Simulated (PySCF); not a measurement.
# CH7FSSi2: electronic excitations and core binding energies

Wanted: the electronic excitations and core binding energies of CH7FSSi2 (`FC[SiH2]S[SiH3]`), by calculation.

Programs: PySCF 2.14.0, with density-fitted response routines of our own. Each step states its level of theory. These are calculated values for one molecule in the gas phase, unless marked as measured. Atoms count from 0, in the outputs and in this text.

## 1. The starting structure

12 atoms, charge 0, multiplicity 1; geometry from: GFN2-xTB.

Bonds of the start (Å): F0–C1 1.38, C1–Si2 1.92, Si2–S3 2.13, S3–Si4 2.17, C1–H5 1.09, C1–H6 1.09, Si2–H7 1.45, Si2–H8 1.46, Si4–H9 1.45, Si4–H10 1.45, Si4–H11 1.45.

## 2. Ultraviolet spectrum: PBE0/def2-SVPD

What the job is given:

```
{"job": {"kind": "uv", "xc": "PBE0", "basis": "def2-SVPD", "nstates": 8, "ntriplets": 3}, "charge": 0, "multiplicity": 1}
F     -0.592881     1.600940     0.639039
C     -1.484472     0.542830     0.627274
Si    -1.085386    -0.625207    -0.840243
S      0.774505    -1.619093    -0.519421
Si     2.139522    -0.059876     0.122994
H     -1.395507     0.053910     1.600769
H     -2.481055     0.981433     0.547976
H     -2.081928    -1.682351    -0.878693
H     -1.019879     0.190565    -2.047445
H      3.423004    -0.729289    -0.003426
H      1.817500     0.273209     1.502195
H      1.987776     1.072244    -0.777046
```

With the program's defaults for keys left out, this is: TDDFT PBE0/def2-SVPD, vertical, gas phase, core orbitals frozen in the response.

Command:

```bash
$ OMP_NUM_THREADS=1 python probes_run.py task.json out
```

The driver reads the jobs from task.json and runs them one after another.

**Question.** This job is followed by: delta-SCF UKS SCAN, pcX-2 on the ionised atom, pcseg-1 elsewhere, spin-free X2C. What will the session give for the following? lowest singlet (PBE0/def2-SVPD); brightest single state of those computed; lowest triplet; Si1s binding energies, SCAN/pcX-2; Si2p binding energies, SCAN/pcX-2; F1s binding energies, SCAN/pcX-2; C1s binding energies, SCAN/pcX-2; S1s binding energies, SCAN/pcX-2; S2p binding energies, SCAN/pcX-2.

**Answer**, as computed:

| quantity | value |
| --- | --- |
| lowest singlet (PBE0/def2-SVPD) | 5.74 eV (216 nm), f = 0.015 |
| brightest single state of those computed | state 5, 6.97 eV, f = 0.040 |
| lowest triplet | 5.36 eV |
| Si1s binding energies, SCAN/pcX-2 | Si2 1846.96, Si4 1846.95 eV |
| Si2p binding energies, SCAN/pcX-2 | Si4 107.39, Si2 107.38 eV |
| F1s binding energies, SCAN/pcX-2 | F0 692.48 eV |
| C1s binding energies, SCAN/pcX-2 | C1 292.61 eV |
| S1s binding energies, SCAN/pcX-2 | S3 2476.30 eV |
| S2p binding energies, SCAN/pcX-2 | S3 168.98 eV |

**Reading.** The first singlet state (HOMO→LUMO 0.98) lies at 5.74 eV and is weak; of the 8 states computed, the strongest absorption comes from state 5 at 6.97 eV. The lowest triplet lies 0.38 eV below the lowest singlet (triplets in Tamm-Dancoff, singlets in full TDDFT). The Si1s levels computed lie within 0.00 eV of one another, too close to rank. The Si2p levels computed lie within 0.01 eV of one another, too close to rank.
